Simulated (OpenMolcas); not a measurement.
**GeO (SMILES [O]=[Ge]): RI-MP2/aug-cc-pVDZ (RICD fitting)**

What is the energy change on altering one bond length of GeO at RI-MP2/aug-cc-pVDZ (RICD fitting)? 

Program for the calculation: OpenMolcas 26.06.

## Step 1: The structure to begin with

GeO: 2 atoms, total charge 0, spin state singlet. SMILES: `[O]=[Ge]`. Geometry: a GFN2-xTB relaxation, a rough one for these elements and not checked as a minimum.

Bond lengths: O1–Ge2 1.576 Å.

## Step 2: A single-point energy at RI-MP2/aug-cc-pVDZ (RICD fitting)

Input file geom.xyz:

```xyz
2

O      0.000000     0.000000     0.000000
Ge     0.000000     0.000000     1.576490
```

Input file job.inp:

```
* GeO RI-MP2

&GATEWAY
 BasLib = $CurrDir
 Coord = geom.xyz
 Basis = aug-cc-pVDZ
 Group = NoSym
 RICD

&SEWARD

&SCF
 PrOrbitals = 0

&MBPT2
 Frozen = 10
```

The basis set aug-cc-pVDZ is read from a file made from the Basis Set Exchange's data (not shown).

On the command line:

```sh
$ export MOLCAS_MEM=1860
$ pymolcas job.inp > job.log
```

The program printed:

```text
--- Start Module: gateway ---
[...]
--- Stop Module: gateway /rc=_RC_ALL_IS_WELL_ ---
[...]
      Basis functions           59
[...]
--- Start Module: scf ---
[...]
       Convergence after  11 Iterations
[...]
::    Total SCF energy                              -2150.1974517933
[...]
      Total spin, S                                     0.0000000000
[...]
      Total electronic charge=   40.000000
      Total            charge=   -0.000000
[...]
      Dipole Moment (debye):
      Origin of the operator (angstrom)=    0.0000    0.0000    1.2961
                   X=  2.7168E-14               Y= -4.5284E-14               Z=  3.8889E+00           Total=  3.8889E+00
      Quadrupole Moment (debye*angstrom):
[...]
--- Stop Module: scf /rc=_RC_ALL_IS_WELL_ ---
[...]
--- Start Module: mbpt2 ---
[...]
WARNING!
Default frozen orbitals as non valence orbitals is overwritten by user input.
Default values:  15
[...]
       Reference weight ( Cref**2 )         =        0.88807
::    Total MBPT2 energy                            -2150.5095452381
[...]
--- Stop Module: mbpt2 /rc=_RC_ALL_IS_WELL_ ---
[...]
```

Wall time 3.9 s (1 thread of Arm Neoverse N1, shared host); peak memory 0.15 GiB.

## Step 3: The distorted shape

Input file geom.xyz:

```xyz
2

O      0.000000     0.000000     0.157690
Ge     0.000000     0.000000     1.576490
```

Input file job.inp:

```
&GATEWAY
 BasLib=$CurrDir
 Coord=geom.xyz
 Basis=aug-cc-pVDZ
 Group=NoSym
 RICD

&SEWARD

&SCF
 PrOrbitals=0

&MBPT2
 Frozen=10
```

The basis set aug-cc-pVDZ is read from a file made from the Basis Set Exchange's data (not shown).

On the command line:

```sh
$ export MOLCAS_MEM=1860
$ pymolcas job.inp > job.log
```

The program printed:

```text
--- Start Module: gateway ---
[...]
--- Stop Module: gateway /rc=_RC_ALL_IS_WELL_ ---
[...]
      Basis functions           59
[...]
--- Start Module: scf ---
[...]
       Convergence after  10 Iterations
[...]
::    Total SCF energy                              -2150.1440964128
[...]
      Total spin, S                                     0.0000000000
[...]
      Total electronic charge=   40.000000
      Total            charge=   -0.000000
[...]
      Dipole Moment (debye):
      Origin of the operator (angstrom)=    0.0000    0.0000    1.3241
                   X=  1.0524E-14               Y= -1.4970E-14               Z=  2.9136E+00           Total=  2.9136E+00
      Quadrupole Moment (debye*angstrom):
[...]
--- Stop Module: scf /rc=_RC_ALL_IS_WELL_ ---
[...]
--- Start Module: mbpt2 ---
[...]
WARNING!
Default frozen orbitals as non valence orbitals is overwritten by user input.
Default values:  15
[...]
       Reference weight ( Cref**2 )         =        0.90142
::    Total MBPT2 energy                            -2150.4401960540
[...]
--- Stop Module: mbpt2 /rc=_RC_ALL_IS_WELL_ ---
[...]
```

Run time: 3.9 s. Hardware: 1 thread of Arm Neoverse N1, shared host; peak memory 0.15 GiB.

## Step 4: Outcome

At RI-MP2/aug-cc-pVDZ (RICD fitting), 10 core orbitals frozen:

```
                                                          quantity           value
                                         first shape: total energy  -2150.50955 Eh
                   first shape: dipole moment (mean-field density)          3.89 D
                  first shape: HOMO energy (Hartree–Fock orbitals)       -11.61 eV
                  first shape: LUMO energy (Hartree–Fock orbitals)         0.49 eV
                first shape: HOMO–LUMO gap (Hartree–Fock orbitals)        12.10 eV
         first shape: correlation energy (10 core orbitals frozen)      -312.1 mEh
                                     distorted shape: total energy  -2150.44020 Eh
               distorted shape: dipole moment (mean-field density)          2.91 D
              distorted shape: HOMO energy (Hartree–Fock orbitals)       -11.43 eV
              distorted shape: LUMO energy (Hartree–Fock orbitals)         0.78 eV
            distorted shape: HOMO–LUMO gap (Hartree–Fock orbitals)        12.21 eV
     distorted shape: correlation energy (10 core orbitals frozen)      -296.1 mEh
energy change with the O1–Ge2 bond shortened from 1.576 to 1.419 Å        1.887 eV
```

**Reading.** With the O1–Ge2 bond shortened from 1.576 to 1.419 Å the energy rises by 1.89 eV (44 kcal/mol). The first shape isn't relaxed at this level, so the change isn't measured from a minimum.
